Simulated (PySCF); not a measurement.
# A diatomic session: NaSn

What are the lowest state that PBE0 finds, the bond length, vibrational wavenumber and bond energy of NaSn, and how much do these hang on the method?

The runs use PySCF 2.14.0; Na x2c-SVPall, Sn x2c-SVPall, spin-free X2C with a Gaussian nucleus.

## (1) Input

Settings of the job:

```yaml
atoms: Na, Sn
charge: 0
basis: Na x2c-SVPall, Sn x2c-SVPall
Hamiltonian: spin-free X2C with a Gaussian nucleus
basis_functions: 51
electrons_treated: 61
masses_in_u: 22.9898, 119.9022
levels: PBE0, PBE, r²SCAN, M06-L, BLYP, BHandHLYP, ωB97X, HF, MP2, SCS-MP2, CCSD, CCSD(T)
grid: 80 radial by 434 angular points
occupations: held fixed by the projection of orbital angular momentum
dissociation_limit: Na + Sn, each in its ground configuration
starting_distance_in_angstrom: 2.925
values_of_2S_to_try: 1, 3
```

Run with:

```bash
OMP_NUM_THREADS=1 python dia.py task.json out
```

After this run come: The PBE0 curve of the state that the search chose; Excited determinants; PBE (GGA); r²SCAN; M06-L (meta-GGA); BLYP (GGA); BHandHLYP (global hybrid GGA); ωB97X; UHF (mean field); Correlated methods on the Hartree–Fock reference.

What does the calculation give? Wanted: for each run, Re; ωe; De; μ.

As calculated:

Lowest PBE0 solution found, without spin–orbit coupling: ⁴Σ⁻ (quartet), unpaired electrons σ ↑, π ↑↑. State 2 has its PBE0 minimum 0.30 eV higher. State 3 has its PBE0 minimum 0.47 eV higher, as a spin-mixed determinant (⟨S²⟩ = 1.76), so this is no gap between pure states. State 4 has its PBE0 minimum 0.50 eV higher, as a spin-mixed determinant (⟨S²⟩ = 1.76), so this is no gap between pure states. The other levels ran on the lowest alone.

```csv
level,Re (Å),ωe (cm⁻¹),De (eV),μ (D)
UHF,2.948,185.2,0.83,-8.19
UHF-MP2,2.935,190.8,1.21,n/a
UHF-SCS-MP2,2.939,189.7,1.07,n/a
UHF-CCSD,2.941,188.5,1.16,n/a
UHF-CCSD(T),2.941,188.6,1.18,n/a
PBE,2.923,177.1,1.22,-6.18
BLYP,2.948,168.2,1.01,-5.65
r²SCAN,2.904,186.7,1.35,-7.13
M06-L,2.935,185.9,1.32,-8.26
PBE0,2.905,184.6,1.21,-6.89
BHandHLYP,2.896,186.1,1.01,-6.94
ωB97X,2.879,195.2,1.09,-7.99
```

De is counted to Na + Sn in their ground configurations. A positive dipole means Na(−)Sn(+).

Differences from CCSD(T) in the same basis:

```csv
level,Re (mÅ),ωe (%)
UHF,+7,-1.8
UHF-MP2,-6,+1.2
UHF-SCS-MP2,-3,+0.6
UHF-CCSD,0,-0.1
PBE,-18,-6.1
BLYP,+6,-10.8
r²SCAN,-37,-1.0
M06-L,-7,-1.4
PBE0,-37,-2.1
BHandHLYP,-45,-1.3
ωB97X,-62,+3.5
```

What this shows: Against CCSD(T) in the same basis, the bond length is nearest at UHF-CCSD (0 mÅ) and farthest at ωB97X (-62 mÅ); the wavenumber is nearest at UHF-CCSD (-0.1 %) and farthest at BLYP (-10.8 %). CCSD(T) in a basis this small is itself some way from its limit, more so than the functionals. Of the levels with a De here, UHF gives the least (0.83 eV) and r²SCAN the most (1.35 eV).

Correlated steps freeze 19 core orbitals. These are scalar-relativistic numbers at best; spin–orbit coupling would shift them, the dissociation energy most. At some levels the lowest empty orbital lies below the highest filled one (the two can be of opposite spin).
